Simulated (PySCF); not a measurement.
# C5H7ClO2S: the cost of one run

Computed with PySCF 2.14.0 and routines of our own; the level stands in each step. Atoms count from 0.

## Step 1: The starting structure

16 atoms, charge 0, multiplicity 1; geometry from: GFN2-xTB.

## Step 2: Vibronic structure: TDA B3LYP/def2-SVP

Job settings and geometry (Å):

```
{"job": {"kind": "vib", "xc": "B3LYP", "basis": "def2-SVP", "tda": true}, "charge": 0, "multiplicity": 1}
O      2.853325     0.947221    -1.208666
S      2.364296     0.130616    -0.146236
O      2.897991     0.289913     1.167262
Cl     2.715382    -1.814624    -0.683394
C      0.607969     0.122150    -0.110633
C     -0.167496     0.659828    -1.033644
C     -1.611102     0.426472    -0.712127
C     -1.587009    -0.151294     0.720080
C     -0.124015    -0.567455     0.985537
H      0.169731     1.180515    -1.911053
H     -2.196059     1.343334    -0.781022
H     -2.028700    -0.283841    -1.429765
H     -1.884897     0.618008     1.431175
H     -2.270351    -0.990007     0.827256
H      0.235445    -0.253703     1.965202
H      0.017890    -1.648188     0.908618
```

Level: TDA B3LYP/def2-SVP vertical-gradient vibronic structure (displaced harmonic oscillators, Condon), gas phase.

The run is started by

```bash
$ OMP_NUM_THREADS=1 python excited_run.py task.json out
```

One launch serves the whole session: the jobs run in the order shown.

**Question.** How long does this job take on 1 thread of Arm Neoverse V1, shared host, and how much memory does it need?

About 42 s, with a peak of 0.9 GiB.
